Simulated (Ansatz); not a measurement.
# NiRh: the cost of one run

Program: Ansatz 0.2.0. Level of theory: DFT, PBEsol, PAW with Ansatz's default frozen-core files, scalar-relativistic. These are calculated values, not measurements.

1 further run of the same task is left out (it didn't finish).

## (1) The structure to begin with

Symmetry: R-3m, No. 166, trigonal system. The conventional cell has a = 2.628 Å, b = 2.628 Å, c = 12.335 Å, α = 90.00°, β = 90.00°, γ = 120.00°. Ni (site symmetry -3m) is surrounded by 6 Rh at 2.56 Å and 6 Ni at 2.63 Å. Rh (site symmetry -3m) has 6 Ni at 2.56 Å and 6 Rh at 2.63 Å as nearest neighbours.

Structure file:

```xyz
2
Lattice="1.3141 0.7587 4.1117 -1.3141 0.7587 4.1117 0.0000 -1.5174 4.1117" Properties=species:S:1:pos:R:3 pbc="T T T"
Ni    0.0000    0.0000    0.0000
Rh    0.0000    0.0000    6.1676
```

Atoms are numbered in the order of the input: Ni1, Rh2.

## (2) Free moments from the typed start, PAW

input.yaml

```yaml
crystal:
  lattice:
    - [1.31412834, 0.7587123509, 4.1117064147]
    - [-1.31412834, 0.7587123509, 4.1117064147]
    - [0.0, -1.5174247017, 4.1117064147]
  atoms:
    - { symbol: Ni, position: [0.0, 0.0, 0.0], spin: 1.5 }
    - { symbol: Rh, position: [0.5, 0.5, 0.5], spin: 1.0 }
magnetization:
  spin_polarized: true
kpoints:
  mp_grid: { grid: [12, 12, 12] }
scf:
  occupations: { method: fermi_dirac, width: 0.05 }
  lower_state_search: "off"
hamiltonian:
  xc: pbesol
  pseudopotentials: { kind: paw }
output:
  forces: true
  stress: true
  eigenvalues: true
```

Started as:

```
> ansatz run input.yaml --threads 2 --pin off --max-ram 5120MiB --backend cpu --events-out ev --progress --plain --runs-dir out
```

What time and memory should one allow on 2 threads of Intel Xeon Platinum 8488C (Sapphire Rapids), shared host?

About 11 s, with a peak of 0.48 GiB.
